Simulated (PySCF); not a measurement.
# C2H4BFO3: geometry, spin-spin couplings

Aim: predict the spin-spin couplings of C2H4BFO3 (`OB1OC[C@@H](F)O1`).

Programs: PySCF 2.14.0, with density-fitted response routines of our own. Each step states its level of theory. These are calculated values for one molecule in the gas phase, unless marked as measured. Atoms count from 0, in the outputs and in this text.

## Step 1: The molecule as given

11 atoms, charge 0, multiplicity 1; geometry from: GFN2-xTB. The atoms were then displaced at random by about 0.01 Å, so the start is not that level's minimum.

Bonds of the start (Å): O0–B1 1.35, B1–O2 1.37, O2–C3 1.36, C3–C4 1.57, C4–F5 1.39, C4–O6 1.38, O6–B1 1.37, O0–H7 0.95, C3–H8 1.10, C3–H9 1.11, C4–H10 1.09.

## Step 2: Geometry optimisation at PBE0-D3(BJ)/def2-SVP

The job: settings as JSON, then the geometry in Å.

```
{"job": {"xc": "PBE0", "basis": "def2-SVP", "d3": "d3bj", "grid": 1, "shake": 0.01, "kind": "geom"}, "charge": 0, "multiplicity": 1}
O      2.252620     0.431270    -1.075190
B      1.053400     0.143520    -0.531930
O      0.819760    -0.080470     0.804110
C     -0.486860    -0.392260     0.994460
C     -1.148390    -0.251760    -0.419470
F     -1.988680     0.852330    -0.425490
O     -0.088330    -0.029350    -1.270530
H      2.975920     0.535580    -0.467660
H     -0.608420    -1.409300     1.399510
H     -0.975510     0.310020     1.707770
H     -1.767390    -1.095490    -0.731240
```

The run is started by

```console
> OMP_NUM_THREADS=1 python probes_run.py task.json out
```

One launch serves the whole session: the jobs run in the order shown.

The log of the run:

```text
step   0  E = -428.35926556  max force = 0.040962
step   1  E = -428.35825753  max force = 0.023990
step   2  E = -428.36195251  max force = 0.007764
step   3  E = -428.36276853  max force = 0.005066
step   4  E = -428.36297732  max force = 0.001797
step   5  E = -428.36300824  max force = 0.000952
step   6  E = -428.36301491  max force = 0.000243
optimisation converged
```

Wall time 40 s (1 thread of Arm Neoverse V1, shared host); peak memory 0.51 GiB.

Along the way: (the energy doesn't fall at every step)

```
step  energy from step 0 (eV)  largest force component (eV/Å)
   0                   0.0000                          2.1064
   1                   0.0274                          1.2336
   2                  -0.0731                          0.3992
   3                  -0.0953                          0.2605
   4                  -0.1010                          0.0924
   5                  -0.1018                          0.0490
   6                  -0.1020                          0.0125
```

Close pairs (by a distance rule), those that changed most:

```
  bond  before (Å)  after (Å)  change (Å)
 O2–C3       1.357      1.411      +0.055
 C3–C4       1.567      1.537      -0.031
 C4–F5       1.387      1.366      -0.022
 C3–H9       1.114      1.100      -0.014
 O0–H7       0.950      0.962      +0.012
C4–H10       1.092      1.102      +0.010
 B1–O6       1.371      1.380      +0.009
 C4–O6       1.377      1.382      +0.005
```

The final coordinates are the input of the step that follows.

```
                         at the end point                value
  point group (found at 0.08 Å tolerance)                   C1
rotational constants (GHz, main isotopes)  5.426, 2.233, 1.786
                        dipole moment (D)                 2.68
```

## Step 3: Spin-spin couplings: B3LYP/cc-pVTZ

The job: settings as JSON, then the geometry in Å.

```
{"job": {"kind": "j", "xc": "B3LYP", "basis": "cc-pVTZ"}, "charge": 0, "multiplicity": 1}
O      2.431280    -0.829902     0.059787
B      1.138019    -0.462023     0.045164
O      0.622814     0.637290     0.680904
C     -0.773164     0.621790     0.473151
C     -1.010493    -0.483064    -0.567937
F     -1.261308     0.072244    -1.790415
O      0.173934    -1.193708    -0.617999
H      2.973360    -0.228504     0.579469
H     -1.294065     0.408175     1.421300
H     -1.121748     1.590108     0.084312
H     -1.851582    -1.157812    -0.339208
```

Level: B3LYP/cc-pVTZ indirect spin-spin coupling, non-relativistic, gas phase.

The log of the run:

```text
coarse grid: 10088 points
cycle   1  E = -429.0843332433  dE =  1.300e+00  |g| = 1.189e+00  |ddm| = 7.018e+00
cycle   2  E = -428.7491334791  dE =  3.352e-01  |g| = 1.853e+00  |ddm| = 3.375e+00
cycle   3  E = -429.3116913321  dE = -5.626e-01  |g| = 8.037e-02  |ddm| = 2.126e+00
cycle   4  E = -429.3127169711  dE = -1.026e-03  |g| = 4.443e-02  |ddm| = 1.936e-01
cycle   5  E = -429.3131479638  dE = -4.310e-04  |g| = 9.753e-03  |ddm| = 7.899e-02
cycle   6  E = -429.3131616799  dE = -1.372e-05  |g| = 4.127e-03  |ddm| = 1.401e-02
cycle   7  E = -429.3131642194  dE = -2.540e-06  |g| = 6.106e-04  |ddm| = 4.901e-03
final grid: 100344 points
cycle   8  E = -429.3000554137  dE = -1.140e-04  |g| = 6.704e-03  |ddm| = 9.381e-02
cycle   9  E = -429.3000471827  dE =  8.231e-06  |g| = 9.887e-03  |ddm| = 1.919e-02
cycle  10  E = -429.3000625069  dE = -1.532e-05  |g| = 8.409e-04  |ddm| = 1.120e-02
cycle  11  E = -429.3000625849  dE = -7.799e-08  |g| = 4.506e-04  |ddm| = 1.643e-03
cycle  12  E = -429.3000626222  dE = -3.733e-08  |g| = 1.151e-04  |ddm| = 6.498e-04
cycle  13  E = -429.3000626242  dE = -1.957e-09  |g| = 3.657e-05  |ddm| = 1.651e-04
cycle  14  E = -429.3000626244  dE = -2.177e-10  |g| = 3.133e-06  |ddm| = 4.400e-05
converged SCF energy = -429.3000626244

Indirect spin-spin couplings (Hz)
  i      j    bonds     total        FC       PSO       DSO        SD
  0 O    1 B    1    -24.041   -27.884     4.173    -0.179    -0.151
  0 O    3 C    3      0.449     0.361     0.033     0.056         -
  0 O    4 C    3     -1.184    -1.191    -0.040     0.047         -
  0 O    5 F    4      0.434    -0.118     0.436     0.134    -0.017
  0 O    7 H    1    -64.883   -52.133   -12.392    -0.358         -
  0 O   10 H    4     -0.229    -0.280    -0.164     0.214         -
  1 B    2 O    1     -7.021   -11.051     4.418    -0.221    -0.168
  1 B    3 C    2      1.909     1.987    -0.119     0.048    -0.006
  1 B    4 C    2      3.208     3.477    -0.316     0.081    -0.034
  1 B    5 F    3     -1.573    -2.018     0.753    -0.168    -0.140
  1 B    6 O    1    -10.824   -14.459     4.014    -0.232    -0.147
  1 B    7 H    2     -1.903    -0.916    -0.324    -0.632    -0.031
  1 B    8 H    3      0.489     0.661     0.202    -0.339    -0.034
  1 B    9 H    3      3.131     3.291     0.357    -0.493    -0.023
  1 B   10 H    3      4.516     4.681     0.395    -0.551    -0.010
  2 O    3 C    1     23.943    24.905    -0.816    -0.146         -
  2 O    4 C    2     -0.217    -0.609     0.415    -0.023         -
  2 O    5 F    3      0.256    -0.185     0.246     0.107     0.088
  2 O    7 H    3     -0.184    -0.490     0.390    -0.083         -
  2 O    8 H    2     -4.905    -4.399    -0.572     0.066         -
  2 O    9 H    2     -5.940    -5.386    -0.611     0.057         -
  2 O   10 H    3     -0.079    -0.247    -0.081     0.249         -
  3 C    4 C    1     30.476    31.054    -0.916     0.338         -
  3 C    5 F    2     18.288    17.137    -0.463     0.056     1.558
  3 C    6 O    2      0.120    -0.379     0.510    -0.011         -
  3 C    7 H    4     -0.161    -0.086     0.319    -0.395         -
  3 C    8 H    1    134.815   133.590     0.176     1.049         -
  3 C    9 H    1    137.900   136.790     0.028     1.083         -
  3 C   10 H    2      8.381     8.539    -0.130    -0.028         -
  4 C    5 F    1   -279.743  -293.196    -1.822     1.039    14.236
  4 C    6 O    1     23.515    21.050     2.647    -0.183         -
  4 C    7 H    4      0.339     0.433     0.362    -0.457         -
  4 C    8 H    2      4.868     4.972    -0.227     0.124         -
  4 C    9 H    2     -3.886    -3.935    -0.066     0.114         -
  4 C   10 H    1    170.379   169.560    -0.607     1.425         -
  5 F    6 O    2    -32.211   -17.910    -8.507     0.007    -5.800
  5 F    7 H    5     -0.472    -0.112     1.059    -1.330    -0.090
  5 F    8 H    3     27.870    29.196     0.516    -1.651    -0.191
  5 F    9 H    3     24.212    24.645    -0.325     0.694    -0.802
  5 F   10 H    2     59.389    62.421     1.657    -0.865    -3.823
  6 O    7 H    3     -6.078    -6.308    -0.139     0.370         -
  6 O    8 H    3     -0.052    -0.124    -0.084     0.156         -
  6 O    9 H    3      0.376     0.174    -0.051     0.253         -
  6 O   10 H    2     -9.869   -10.031     0.127     0.035         -
  7 H    8 H    5     -0.167     0.007     1.046    -1.219         -
  8 H    9 H    2     -9.916    -9.794     1.791    -1.913         -
  8 H   10 H    3      4.110     3.963    -0.421     0.568         -
  9 H   10 H    3      0.980     1.225     1.328    -1.574         -
```

Wall time 55 s (1 thread of Arm Neoverse V1, shared host); peak memory 1.1 GiB.

The basis is not made for couplings: without tight functions at the nuclei these values are rough.

Couplings of 1 Hz or more over one to four bonds, nine at most for each number (isotopes 11B, 13C, 19F, 1H, 17O):

```
  pair  bonds  J (Hz)  Fermi contact (Hz)  dihedral (°)
 C4–F5      1  -279.7              -293.2             –
C4–H10      1   170.4               169.6             –
 C3–H9      1   137.9               136.8             –
 C3–H8      1   134.8               133.6             –
 O0–H7      1   -64.9               -52.1             –
 C3–C4      1    30.5                31.1             –
 O0–B1      1   -24.0               -27.9             –
 O2–C3      1    23.9                24.9             –
 C4–O6      1    23.5                21.1             –
F5–H10      2    59.4                62.4             –
 F5–O6      2   -32.2               -17.9             –
 C3–F5      2    18.3                17.1             –
 H8–H9      2    -9.9                -9.8             –
O6–H10      2    -9.9               -10.0             –
C3–H10      2     8.4                 8.5             –
 O2–H9      2    -5.9                -5.4             –
 O2–H8      2    -4.9                -4.4             –
 C4–H8      2     4.9                 5.0             –
 F5–H8      3    27.9                29.2           137
 F5–H9      3    24.2                24.6            15
 O6–H7      3    -6.1                -6.3          -179
B1–H10      3     4.5                 4.7          -137
H8–H10      3     4.1                 4.0            16
 B1–H9      3     3.1                 3.3          -129
 B1–F5      3    -1.6                -2.0           106
 O0–C4      3    -1.2                -1.2          -174
```

The spin-dipole term was solved for some atoms only; pairs without it lack that part.

The response was solved for the nuclei of B, C, F, H alone, so couplings that need other nuclei can be missing.

Quadrupole couplings from the field gradients of the same density:

```
atom  isotope  eQq/h (MHz)     η
  O2      17O       -9.120  0.32
  O6      17O       -8.633  0.20
  O0      17O       -7.934  0.32
  B1      11B        2.637  0.35
```

## Step 4: Indirect couplings: B3LYP/6-31G*

Same as in step 3 but for these lines:

```diff
@@ -1,2 +1,2 @@
-{"job": {"kind": "j", "xc": "B3LYP", "basis": "cc-pVTZ"}, "charge": 0, "multiplicity": 1}
+{"job": {"kind": "j", "xc": "B3LYP", "basis": "6-31G*"}, "charge": 0, "multiplicity": 1}
 O      2.431280    -0.829902     0.059787
```

With the program's defaults for keys left out, this is: B3LYP/6-31G* indirect spin-spin coupling, non-relativistic, gas phase.

The log of the run:

```text
coarse grid: 10088 points
cycle   1  E = -428.9287048204  dE =  1.314e+00  |g| = 1.135e+00  |ddm| = 3.308e+00
cycle   2  E = -428.6498470273  dE =  2.789e-01  |g| = 1.692e+00  |ddm| = 1.898e+00
cycle   3  E = -429.1564849122  dE = -5.066e-01  |g| = 7.988e-02  |ddm| = 1.204e+00
cycle   4  E = -429.1577214315  dE = -1.237e-03  |g| = 3.789e-02  |ddm| = 1.012e-01
cycle   5  E = -429.1580439909  dE = -3.226e-04  |g| = 9.403e-03  |ddm| = 3.600e-02
cycle   6  E = -429.1580577242  dE = -1.373e-05  |g| = 3.526e-03  |ddm| = 8.143e-03
cycle   7  E = -429.1580597765  dE = -2.052e-06  |g| = 5.147e-04  |ddm| = 2.657e-03
final grid: 100344 points
cycle   8  E = -429.1125071937  dE = -2.867e-05  |g| = 5.831e-03  |ddm| = 1.717e-02
cycle   9  E = -429.1125008708  dE =  6.323e-06  |g| = 8.501e-03  |ddm| = 1.008e-02
cycle  10  E = -429.1125138186  dE = -1.295e-05  |g| = 5.837e-04  |ddm| = 5.781e-03
cycle  11  E = -429.1125138821  dE = -6.356e-08  |g| = 1.890e-04  |ddm| = 6.257e-04
cycle  12  E = -429.1125138880  dE = -5.823e-09  |g| = 8.121e-05  |ddm| = 1.788e-04
cycle  13  E = -429.1125138891  dE = -1.176e-09  |g| = 1.704e-05  |ddm| = 6.544e-05
cycle  14  E = -429.1125138892  dE = -5.593e-11  |g| = 3.726e-06  |ddm| = 1.323e-05
converged SCF energy = -429.1125138892

Indirect spin-spin couplings (Hz)
  i      j    bonds     total        FC       PSO       DSO        SD
  0 O    1 B    1    -29.420   -32.639     3.512    -0.188    -0.105
  0 O    3 C    3      0.199     0.104     0.041     0.055         -
  0 O    4 C    3     -1.368    -1.399    -0.016     0.047         -
  0 O    7 H    1    -82.388   -70.847   -11.054    -0.487         -
  0 O   10 H    4     -0.151    -0.266    -0.097     0.212         -
  1 B    2 O    1    -15.592   -18.964     3.720    -0.229    -0.119
  1 B    3 C    2     -0.335    -0.270    -0.103     0.049    -0.011
  1 B    4 C    2     -1.308    -1.089    -0.269     0.082    -0.033
  1 B    5 F    3     -0.897    -1.355     0.753    -0.154    -0.142
  1 B    6 O    1    -20.873   -23.893     3.359    -0.240    -0.099
  1 B    7 H    2     -1.571    -0.457    -0.487    -0.600    -0.027
  1 B    8 H    3      0.953     1.201     0.117    -0.331    -0.034
  1 B    9 H    3      3.660     3.931     0.238    -0.486    -0.024
  1 B   10 H    3      5.135     5.416     0.274    -0.542    -0.013
  2 O    3 C    1      9.843    10.739    -0.742    -0.154         -
  2 O    4 C    2     -0.715    -1.051     0.362    -0.026         -
  2 O    5 F    3      0.416    -0.062     0.285     0.097     0.096
  2 O    7 H    3     -0.068    -0.370     0.386    -0.084         -
  2 O    8 H    2     -5.763    -5.332    -0.483     0.052         -
  2 O    9 H    2     -6.835    -6.355    -0.524     0.044         -
  2 O   10 H    3     -0.252    -0.454    -0.038     0.240         -
  3 C    4 C    1     54.880    55.242    -0.699     0.337         -
  3 C    5 F    2     30.656    29.485    -0.288     0.074     1.384
  3 C    6 O    2     -0.706    -1.120     0.428    -0.014         -
  3 C    7 H    4     -0.286    -0.118     0.223    -0.391         -
  3 C    8 H    1    159.861   158.829    -0.078     1.110         -
  3 C    9 H    1    165.026   164.084    -0.203     1.145         -
  3 C   10 H    2      9.173     9.255    -0.062    -0.020         -
  4 C    5 F    1   -248.650  -260.854    -0.255     1.137    11.322
  4 C    6 O    1     10.067     8.050     2.207    -0.191         -
  4 C    7 H    4      0.373     0.563     0.263    -0.452         -
  4 C    8 H    2      4.542     4.592    -0.182     0.132         -
  4 C    9 H    2     -3.146    -3.217    -0.053     0.124         -
  4 C   10 H    1    186.601   185.809    -0.693     1.485         -
  5 F    6 O    2    -39.011   -24.864    -8.803    -0.011    -5.333
  5 F    7 H    5     -0.709    -0.033     0.721    -1.306    -0.092
  5 F    8 H    3     27.622    29.078     0.290    -1.586    -0.161
  5 F    9 H    3     18.892    19.196    -0.464     0.743    -0.583
  5 F   10 H    2     63.676    66.882     0.801    -0.695    -3.312
  6 O    7 H    3     -4.925    -5.240    -0.047     0.363         -
  6 O    8 H    3     -0.032    -0.113    -0.065     0.146         -
  6 O    9 H    3      0.256     0.018    -0.006     0.244         -
  6 O   10 H    2    -10.830   -10.974     0.122     0.022         -
  7 H    8 H    5     -0.491    -0.000     0.713    -1.204         -
  7 H    9 H    5     -0.447     0.049     0.752    -1.248         -
  7 H   10 H    5     -0.415     0.289     1.122    -1.825         -
  8 H    9 H    2    -12.733   -11.876     0.924    -1.781         -
  8 H   10 H    3      4.210     4.124    -0.527     0.613         -
  9 H   10 H    3      0.478     1.179     0.825    -1.526         -
```

Wall time 17 s (1 thread of Arm Neoverse V1, shared host); peak memory 0.89 GiB.

This basis has no tight s functions, so the Fermi-contact terms are rough.

This run: J(C4,F5) -248.7 Hz, J(C4,H10) 186.6 Hz, J(C3,H9) 165.0 Hz.

## Step 5: Run by run: spin-spin couplings

Couplings (Hz), with basis size and wall time:

```
          run   C4–F5  C4–H10  C3–H9  C3–H8  O0–H7  F5–H10  C3–C4  functions  time
B3LYP/cc-pVTZ  -279.7   170.4  137.9  134.8  -64.9    59.4   30.5        266  55 s
 B3LYP/6-31G*  -248.7   186.6  165.0  159.9  -82.4    63.7   54.9        106  17 s
```

## Step 6: Outcome

```
                                     quantity                     value
                                  point group                        C1
         rotational constants (main isotopes)      5.43, 2.23, 1.79 GHz
largest coupling of the table (B3LYP/cc-pVTZ)  1J(C,F) C4–F5, -279.7 Hz
      range of J(C4,F5), mean over like pairs       -279.7 to -248.7 Hz
```

What this shows: The start of the PBE0/def2-SVP relaxation was shaken at random by about 0.01 Å, so part of the energy gained, and of the first lengths quoted, undoes that. The optimisation took 6 steps and gained 0.102 eV; among the close pairs (by a distance rule), O2–C3 changed most, from 1.357 to 1.411 Å. No frequency check was run at this level, so the end point may be a saddle. Of the pairs tabulated at B3LYP/cc-pVTZ, C4–F5 couples most strongly (-279.7 Hz; Fermi contact -293.2 Hz). Couplings across rotatable bonds belong to this one conformer; where others are populated, the observed values are averages. The coupling C4–F5, as a mean over pairs of its kind, runs from -279.7 Hz (B3LYP/cc-pVTZ) to -248.7 Hz (B3LYP/6-31G*). Couplings from bases without tight functions are rough.
